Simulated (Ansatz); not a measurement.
# ZrTaC2 (R-3m): scan of the energy under strain, by script

What does a strain cost in ZrTaC2 (R-3m)? Wanted for ZrTaC2 (R-3m): a scan of the energy under strain.

All numbers are computed with Ansatz 0.2.0 through its Python package. Level of theory: DFT PBEsol, plane waves, PAW.

## Step 1: The system

It takes space group R-3m (No. 166, trigonal). The conventional cell has a = 3.233 Å, b = 3.233 Å, c = 15.919 Å, α = 90.00°, β = 90.00°, γ = 120.00°. Around Zr (site symmetry -3m) lie 6 C at 2.33 Å. Ta (site symmetry -3m) has 6 C at 2.25 Å as nearest neighbours. C (site symmetry 3m) has 3 Ta at 2.25 Å and 3 Zr at 2.33 Å as nearest neighbours.

No structure file is read: the coordinates are typed or built in the script.

## Step 2: The code

run_strain.py

```python
"""A rhombohedral strain scan of ZrTaC2."""

import warnings

import ansatz
import matplotlib.pyplot as plt
import numpy as np

vectors0 = np.array([
    [1.61627588, 0.93315732, 5.3064719],
    [-1.61627588, 0.93315732, 5.3064719],
    [0.0, -1.86631463, 5.3064719],
])
sites = [
    ("Zr", (0.0, 0.0, 0.0)),
    ("Ta", (0.5, 0.5, 0.5)),
    ("C", (0.75472323, 0.75472323, 0.75472323)),
    ("C", (0.24527677, 0.24527677, 0.24527677)),
]


def make_crystal(cell):
    crystal = ansatz.Crystal(lattice=ansatz.Lattice.of(cell))
    for symbol, position in sites:
        crystal = crystal.atom(symbol, position)
    return crystal

warnings.simplefilter("ignore", ansatz.DeckWarning)

# clamped ions: the fractional positions stay as typed
values = np.linspace(-0.02, 0.02, 5)
energies = []
for d in values:
    strain = d / 2 * (np.ones((3, 3)) - np.eye(3))
    cell = vectors0 @ (np.eye(3) + strain)
    calc = (
        make_crystal(cell).calculation()
        .functional(ansatz.Functional.PBESOL)
        .occupations("fermi_dirac", width=0.1)
        .basis(520)
        .kpoints(12, 12, 12)
        .stress()
    )
    summary = calc.run(threads=1, pin="off").report
    energies.append(summary["free_energy_ev"] / len(sites))
    s = summary["stress_gpa"]
    print(f"d = {d:+.4f}  stress xx yy zz xy (GPa, compression positive): {s[0][0]:8.3f} {s[1][1]:8.3f} {s[2][2]:8.3f} {s[0][1]:8.3f}")
energies = np.array(energies)

for value, e in zip(values, energies):
    print(f"strain {value:7.3f}   E - Emin = {1000 * (e - energies.min()):9.3f} meV/atom")
plt.figure(figsize=(4.5, 3))
plt.plot(values, 1000 * (energies - energies.min()), "o-")
plt.xlabel("strain")
plt.ylabel("meV/atom")
plt.tight_layout()
plt.savefig("strain.png", dpi=100)
curvature = 2 * np.polyfit(values, energies, 3)[1]
volume = abs(np.linalg.det(vectors0)) / len(sites)
print(f"d2E/dd2 over the volume: {curvature / volume * 160.21766:.1f} GPa")
```

## Step 3: What the engine is handed

The engine receives this input (first run):

```yaml
crystal:
  lattice:
    - [1.5538795878, 0.8639298422, 5.280977568]
    - [-1.6786721722000002, 0.8962553597999999, 5.3133030856]
    - [-0.0344015727, -1.919379349, 5.3251350463]
  atoms:
    - { symbol: Zr, position: [0.0, 0.0, 0.0] }
    - { symbol: Ta, position: [0.5, 0.5, 0.5] }
    - { symbol: C, position: [0.75472323, 0.75472323, 0.75472323] }
    - { symbol: C, position: [0.24527677, 0.24527677, 0.24527677] }
basis:
  ecutwfc: 520.0
kpoints:
  mp_grid:
    grid: [12, 12, 12]
hamiltonian:
  xc: pbesol
scf:
  occupations:
    method: fermi_dirac
    width: 0.1
output:
  stress: true
```

## Step 4: The run

Command:

```sh
python run_strain.py
```

The program printed:

```text
d = -0.0200  stress xx yy zz xy (GPa, compression positive):   -4.923   -6.310   -5.449    4.739
d = -0.0100  stress xx yy zz xy (GPa, compression positive):   -5.693   -6.335   -5.856    2.319
d = +0.0000  stress xx yy zz xy (GPa, compression positive):   -6.145   -6.145   -5.991    0.000
d = +0.0100  stress xx yy zz xy (GPa, compression positive):   -6.304   -5.729   -5.857   -2.225
d = +0.0200  stress xx yy zz xy (GPa, compression positive):   -6.194   -5.076   -5.457   -4.363
strain  -0.020   E - Emin =    10.581 meV/atom
strain  -0.010   E - Emin =     2.598 meV/atom
strain   0.000   E - Emin =     0.000 meV/atom
strain   0.010   E - Emin =     2.513 meV/atom
strain   0.020   E - Emin =     9.898 meV/atom
d2E/dd2 over the volume: 683.4 GPa
```

Wall time 4.1 min (1 thread of Arm Neoverse V1, shared host); peak memory 1.2 GiB.

## Step 5: What changed from run to run

The engine's inputs for some of the other runs:

Run 2, against run 1:

```diff
@@ -3,3 +3,3 @@
-    - [1.5538795878, 0.8639298422, 5.280977568]
-    - [-1.6786721722000002, 0.8962553597999999, 5.3133030856]
-    - [-0.0344015727, -1.919379349, 5.3251350463]
+    - [1.5850777339000002, 0.8985435811, 5.293724734]
+    - [-1.6474740261, 0.9147063398999999, 5.3098874928]
+    - [-0.01720078635, -1.8928469895, 5.31580347315]
```

Run 4, against run 1:

```diff
@@ -3,3 +3,3 @@
-    - [1.5538795878, 0.8639298422, 5.280977568]
-    - [-1.6786721722000002, 0.8962553597999999, 5.3133030856]
-    - [-0.0344015727, -1.919379349, 5.3251350463]
+    - [1.6474740261, 0.9677710588999999, 5.319219066]
+    - [-1.5850777339000002, 0.9516083001, 5.3030563072]
+    - [0.017200786349999997, -1.8397822705, 5.29714032685]
```

Run 5, against run 1:

```diff
@@ -3,3 +3,3 @@
-    - [1.5538795878, 0.8639298422, 5.280977568]
-    - [-1.6786721722000002, 0.8962553597999999, 5.3133030856]
-    - [-0.0344015727, -1.919379349, 5.3251350463]
+    - [1.6786721722000002, 1.0023847978, 5.331966232]
+    - [-1.5538795878, 0.9700592802, 5.2996407144]
+    - [0.0344015727, -1.813249911, 5.2878087537]
```

## Step 6: The runs side by side

The 5 runs, in the order started:

```
run  strain  energy from run 3 (meV/atom)  pressure (GPa)  SCF cycles  CPU time (s)
  1  -0.020                         10.58           -5.56           6            58
  2  -0.010                          2.60           -5.96           6            58
  3   0.000                          0.00           -6.09           6            13
  4   0.010                          2.51           -5.96           6            56
  5   0.020                          9.90           -5.58           6            55
```

Energies are free energies F = E - TS of the smeared occupations. 

## Step 7: What came out

| quantity | value |
| --- | --- |
| curvature under the strain | 683.4 GPa |
| runs compared | 5 |
| range of energy | 10.58 meV/atom |
| lowest point, strain | 0.000 |

**Reading.** Against the unstrained cell the energy per atom changes by +10.58 meV at one end of the scan and +9.90 meV at the other, and its second derivative over the volume is 683.4 GPa. Spin is left out of this run. The curvature belongs to this strain pattern and to the cell's stress; it equals a single elastic constant only for simple patterns. In a metal a curvature from energy changes of a few meV or less hangs on mesh and smearing, in size and even in sign. Spin-orbit coupling, which matters for elements this heavy, is left out. At these settings the cell as given stands under about -6 GPa, so it isn't at this functional's equilibrium volume. The structure comes from a database of computed cells and needn't be a stable or known phase. The ions keep their fractional positions (clamped ions).
